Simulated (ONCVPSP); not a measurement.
**Pseudopotential generation for iron: ONCV, LDA (Perdew-Zunger)**

Aim: build the potential from the settings below, then test how well it stands in for the atom: other configurations, scattering, ghost states and the plane-wave cutoff that it needs.

The numbers are computed with ONCVPSP 4.0.1 (LDA (Perdew-Zunger), scalar-relativistic, spin-unpolarised reference atom).

**1. The atom and the settings**

The settings as typed:

- element: iron (Fe, Z = 26)
- type: optimised norm-conserving Vanderbilt (ONCV)
- frozen core: [Ar]
- valence charge: 8
- reference configuration: 3d7 4s1
- partial waves: 4s: rc 2.50 bohr, ncon 4, nbas 7, qcut 2.8 1/bohr, 2 projectors, debl 1.2 Ha; p scattering state at 0.22 Ha: rc 2.35 bohr, ncon 4, nbas 9, qcut 3.5 1/bohr, 1 projector; 3d: rc 1.85 bohr, ncon 4, nbas 9, qcut 9.5 1/bohr, 2 projectors, debl 0.9 Ha
- local potential: polynomial inside 1.40 bohr (lpopt 5, dvloc0 -1 Ha)
- core correction: polynomial model core, fcfact 0.35

The outer shells as boxes (Hund's rule for the drawing; the calculation is spin-unpolarised):

```
[Ar] core
3d [↑↓][↑↓][↑ ][↑ ][↑ ]
4s [↑ ]
```

**2. The generation run**

Fe.dat reads:

```
# ATOM AND REFERENCE CONFIGURATION
# atsym  z   nc   nv     iexc    psfile
  Fe 26.00    5    2        3      upf
#
#   n    l    f
    1    0    2.00
    2    0    2.00
    2    1    6.00
    3    0    2.00
    3    1    6.00
    3    2    7.00
    4    0    1.00
#
# PSEUDOPOTENTIAL AND OPTIMIZATION
# lmax
    2
#
#   l,   rc,      ep,       ncon, nbas, qcut
    0    2.50    0.00    4    7    2.80
    1    2.35    0.22    4    9    3.50
    2    1.85    0.00    4    9    9.50
#
# LOCAL POTENTIAL
# lloc, lpopt,  rc(5),   dvloc0
    4    5    1.40   -1.00
#
# VANDERBILT-KLEINMAN-BYLANDER PROJECTORs
# l, nproj, debl
    0    2    1.20
    1    1    3.40
    2    2    0.90
#
# MODEL CORE CHARGE
# icmod, fcfact, rcfact
    1    0.35    0.00
#
# LOG DERIVATIVE ANALYSIS
# epsh1, epsh2, depsh
   -2.00    5.00    0.02
#
# OUTPUT GRID
# rlmax, drl
    6.00    0.01
#
# TEST CONFIGURATIONS
# ncnf
    4
# nvcnf
#   n    l    f
    2
    3    2    6.00
    4    0    2.00
#
    2
    3    2    6.00
    4    0    1.00
#
    2
    3    2    6.00
    4    0    0.00
#
    2
    3    2    5.00
    4    0    2.00
#
```

Started as:

```console
$ oncvpsp.x < Fe.dat > Fe.out
```

Before running it: what results should come out? Wanted: cutoffs for 1 and 0.1 mHa per electron, occupied waves; bound ghosts; GHOST(+) flags; largest test error; largest phase difference near zero energy, channels read; rms error of d²Exc/dn², without and with the model core.

As calculated:

| quantity | value |
| --- | --- |
| cutoffs for 1 and 0.1 mHa per electron, occupied waves | 32 Ha and 37 Ha |
| bound ghosts | none found |
| GHOST(+) flags | s at 11 eV |
| largest test error (AE − PS) | -88 meV, for 3d5 4s2 |
| largest phase difference near zero energy, channels read | 0.032 rad |
| rms error of d²Exc/dn², without and with the model core | 9.16 and 3.64 mHa |

What this shows: The worst unpolarised test, 3d5 4s2, is off by 88 meV on 15.3 eV; by total energies transferability rates as fair. The potential is of middling hardness: the looser tolerance needs 32 Ha. At the looser tolerance the 3d wave is the slowest; 4s needs 4 Ha. It is free of bound ghosts as far as tested. Near zero energy the largest phase difference among the channels read is 0.03 rad, in the p channel. The pseudo curves have a pole with no partner nearby in the atom's: p at 0.98 Ha. At positive energy that is a spurious or a displaced resonance. The program also flags highly localised states, GHOST(+) (s). These are tests on the free atom; a crystal test is still owed.
